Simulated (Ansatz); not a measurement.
# C2H8BClSi: basis-set convergence

An exercise on one series of results from a longer session: the logs are not shown, and one member is left open.

The runs use Ansatz 0.2.0, Gaussian basis; one geometry, several basis sets.

Levels to be run: PBE0-D4/def2-SVP; ωB97M-V/def2-SVP; PBE0-D4/def2-QZVPP; ωB97M-V/def2-QZVPP; the functionals' def2-TZVPP values are taken from earlier runs.

**Structure used throughout**

All runs share one geometry, relaxed beforehand with PBE0-D4 in a triple-zeta def2 set.

13 atoms, charge 0, spin multiplicity 1.

Atoms are counted from 1 here; the program's logs count them from 0.

Bond lengths: B1–C2 1.549 Å, B1–H6 1.199 Å, B1–H7 1.198 Å, C2–C3 1.530 Å, C2–H8 1.097 Å, C2–H9 1.109 Å, C3–Si4 1.864 Å, C3–H10 1.095 Å, C3–H11 1.097 Å, Si4–Cl5 2.065 Å, Si4–H12 1.485 Å, Si4–H13 1.484 Å. Angles: C2–B1–H6 121.3°, C2–B1–H7 119.9°, H6–B1–H7 118.8°, B1–C2–C3 118.4°, B1–C2–H8 111.4°, B1–C2–H9 101.1°, C3–C2–H8 111.7°, C3–C2–H9 109.8°, H8–C2–H9 102.7°, C2–C3–Si4 114.2°, C2–C3–H10 110.5°, C2–C3–H11 110.4°, Si4–C3–H10 108.4°, Si4–C3–H11 107.2°, H10–C3–H11 105.8°, C3–Si4–Cl5 109.0°, C3–Si4–H12 111.4°, C3–Si4–H13 112.2° and more.

Geometry (Å):

```xyz
13
C2H8BClSi
B    -0.51106    1.94538    1.07923
C    -0.61738    0.61093    0.29976
C     0.61367   -0.29593    0.23925
Si    0.45166   -1.72877   -0.94170
Cl    0.10228   -0.99874   -2.84154
H     0.55412    2.41019    1.37476
H    -1.50303    2.56365    1.34170
H    -1.51859    0.05282    0.58151
H    -0.86401    0.97632   -0.71771
H     1.50148    0.28201   -0.03844
H     0.82848   -0.71458    1.23023
H    -0.70503   -2.59093   -0.59089
H     1.68793   -2.54726   -1.00134
```

The first run:

Contents of in.yaml:

```yaml
crystal:
  periodic: [false, false, false]
  atoms:
    - {symbol: B, position_ang: [-0.511062, 1.945379, 1.079232]}
    - {symbol: C, position_ang: [-0.617385, 0.610933, 0.299756]}
    - {symbol: C, position_ang: [0.613670, -0.295930, 0.239249]}
    - {symbol: Si, position_ang: [0.451662, -1.728765, -0.941696]}
    - {symbol: Cl, position_ang: [0.102280, -0.998740, -2.841539]}
    - {symbol: H, position_ang: [0.554118, 2.410194, 1.374759]}
    - {symbol: H, position_ang: [-1.503032, 2.563649, 1.341695]}
    - {symbol: H, position_ang: [-1.518594, 0.052818, 0.581508]}
    - {symbol: H, position_ang: [-0.864011, 0.976322, -0.717713]}
    - {symbol: H, position_ang: [1.501481, 0.282012, -0.038444]}
    - {symbol: H, position_ang: [0.828476, -0.714578, 1.230228]}
    - {symbol: H, position_ang: [-0.705029, -2.590929, -0.590894]}
    - {symbol: H, position_ang: [1.687928, -2.547265, -1.001342]}
basis:
  gaussian: {orbitals: def2-SVP}
hamiltonian: {xc: pbe0, dispersion: d4}
output: {orbitals: {seedname: orbitals}}
```

Launch:

```bash
ansatz run in.yaml --threads 4 --pin off --events-out ev --progress --plain --max-ram 10444MiB
```

Steps of the session up to this table: PBE0-D4 in def2-SVP; ωB97M-V in def2-SVP; PBE0-D4 in def2-QZVPP; ωB97M-V in def2-QZVPP.

One table of the session follows, with a row left open; its other results are not shown here.

It belongs to the step «Functionals by basis». 

| functional | basis | HOMO (eV) |
| --- | --- | --- |
| PBE0-D4 | def2-SVP | -8.23 |
| PBE0-D4 | def2-TZVPP | -8.27 |
| PBE0-D4 | def2-QZVPP | -8.29 |
| ωB97M-V | def2-SVP | -10.42 |
| ωB97M-V | def2-TZVPP | -10.49 |
| ωB97M-V | def2-QZVPP | ? |

**Question.** Estimate the row for ωB97M-V, def2-QZVPP.

The run gave: HOMO (eV): -10.51. In the column «HOMO (eV)» it is the lowest.
